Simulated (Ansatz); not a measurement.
# B2H4O, SMILES BOB: the interaction energy of a dimer with the counterpoise correction

Program: Ansatz's Python interface.

Notebook, run cell by cell (the value of a cell's last expression is shown):

**Cell 1**
```python
import ansatz
```

**Cell 2**
```python
FIRST = [
    ('B', (-1.012, 0.1163, -0.4763)),
    ('O', (-0.4655, -0.5093, 0.6664)),
    ('B', (0.9371, -0.2188, 0.5665)),
    ('H', (-1.1286, -0.4152, -1.5081)),
    ('H', (-1.4707, 1.2576, -0.4052)),
    ('H', (1.4212, 0.7367, 1.1341)),
    ('H', (1.7182, -0.9676, 0.0225)),
]
SECOND = [
    ('B', (-4.6064, 4.2777, 1.0185)),
    ('O', (-4.6483, 2.9081, 1.3625)),
    ('B', (-4.6379, 2.2443, 0.0893)),
    ('H', (-5.5592, 4.9269, 0.841)),
    ('H', (-3.531, 4.8765, 0.9655)),
    ('H', (-3.6019, 1.8576, -0.4073)),
    ('H', (-5.6554, 1.9307, -0.4878)),
]
```

**Cell 3**
```python
def energy(atoms, ghosts=()):
    molecule = ansatz.Crystal.molecule()
    for symbol, xyz in atoms:
        molecule = molecule.atom(symbol, xyz)
    calc = (
        molecule.calculation()
        .basis(gaussian='def2-SVP')
        .functional('B3LYP')
    )
    deck = calc.input()
    if ghosts:
        deck = deck.set(ansatz.key.basis.gaussian.ghost_atoms, [{'symbol': s, 'position_ang': list(xyz)} for s, xyz in ghosts])
    return ansatz.Session.from_dict(deck).plan().execute().report['free_energy_ev']

# ghost atoms carry the functions of the partner
both = energy(FIRST + SECOND)
alone = energy(FIRST) + energy(SECOND)
ghosted = energy(FIRST, SECOND) + energy(SECOND, FIRST)
print(f'dimer {both:.6f} eV')
print(f'interaction, uncorrected   {23.060548 * (both - alone):8.3f} kcal/mol')
print(f'interaction, counterpoise  {23.060548 * (both - ghosted):8.3f} kcal/mol')
print(f'basis-set superposition    {23.060548 * (alone - ghosted):8.3f} kcal/mol')
```
Output:
```text
dimer -6925.324335 eV
interaction, uncorrected      0.829 kcal/mol
interaction, counterpoise     0.960 kcal/mol
basis-set superposition       0.130 kcal/mol
```

Uncorrected it is 0.829 kcal/mol, with the counterpoise correction 0.960 kcal/mol; the difference, 0.131 kcal/mol, is the superposition error. In this basis both values are repulsive.

Total energies depend on the basis set; only differences at equal settings carry meaning. The dimer is a generated trial pose of unrelaxed monomers, not a minimum, so the figure is no binding energy, and the basis set is small. b3lyp holds the VWN-RPA fit, as in Gaussian; the form of ORCA and Turbomole is b3lyp5. This level lacks the dispersion part of the attraction (electrostatics and induction are there), which can decide the sign where the interaction is weak. Run time: 13 s on 1 thread of Arm Neoverse V1, on a shared host, peak memory 0.27 GiB.
